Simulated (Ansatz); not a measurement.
**COSeSi (SMILES c1[se]o[si]#1): functionals against CCSD(T) at one geometry**

One table from this session's results is given with a row withheld; the runs are named, their logs left out.

Computed with Ansatz 0.2.0, Gaussian basis. Level: single points in def2-TZVPP.

Correlated methods freeze the cores. Filled d shells of the heavier atoms are correlated.

**The system as given**

SMILES `c1[se]o[si]#1`, 4 atoms, charge 0, spin multiplicity 1.

Atoms are counted from 1 here; the program's logs count them from 0.

Bond lengths: C1–Se2 1.943 Å, C1–Si4 1.896 Å, Se2–O3 1.736 Å, O3–Si4 1.832 Å. Angles: Se2–C1–Si4 85.9°, C1–Se2–O3 88.6°, Se2–O3–Si4 94.3°, C1–Si4–O3 87.3°.

Geometry (Å):

```csv
atom,x (Å),y (Å),z (Å)
C1,-0.91990,0.91800,-0.60980
Se2,0.47940,0.90710,0.73850
O3,0.54620,-0.82140,0.59350
Si4,-0.38780,-0.86390,-0.98170
```

Set-up of the first run:

File run/in.yaml:

```yaml
crystal:
  periodic: [false, false, false]
  atoms:
    - {symbol: C, position_ang: [-0.919900, 0.918000, -0.609800]}
    - {symbol: Se, position_ang: [0.479400, 0.907100, 0.738500]}
    - {symbol: O, position_ang: [0.546200, -0.821400, 0.593500]}
    - {symbol: Si, position_ang: [-0.387800, -0.863900, -0.981700]}
basis:
  gaussian: {orbitals: def2-TZVPP}
correlation: {method: ccsd_t}
output: {forces: true}
```

No record of the launch command was kept for these runs.

Among the steps run: CCSD(T)/def2-TZVPP; PBE0-D4/def2-TZVPP; wB97M-V/def2-TZVPP; r2SCAN-D4/def2-TZVPP; PBE-D4/def2-TZVPP; r2SCANh-D4/def2-TZVPP; r2SCAN0-D4/def2-TZVPP.

One table of the session follows, with a row left open; its other results are not shown here.

```
    method  RMS force component (eV/Å)  angle to CCSD(T) forces (°)  dipole (D)
   CCSD(T)                       1.659                    reference        1.27
   PBE0-D4                       1.738                          6.0        1.17
   wB97M-V                       1.791                          6.7        1.01
 r2SCAN-D4                       1.744                          5.1        1.33
    PBE-D4                       1.733                         10.6        1.40
r2SCANh-D4                       1.751                          5.7        1.25
r2SCAN0-D4                           ?                            ?           ?
```

Q: Estimate the row for r2SCAN0-D4 from the others.

Worked estimate for «RMS force component (eV/Å)». Against the share of exact exchange, r2SCAN-D4 (0, 1.744), r2SCANh-D4 (0.1, 1.751) give a slope of 0.070 per unit share; at 0.25 the line stands at 1.761.

As computed: RMS force component (eV/Å): 1.778; angle to CCSD(T) forces (°): 10.2; dipole (D): 1.13. In «RMS force component (eV/Å)» the line misses by -0.017.
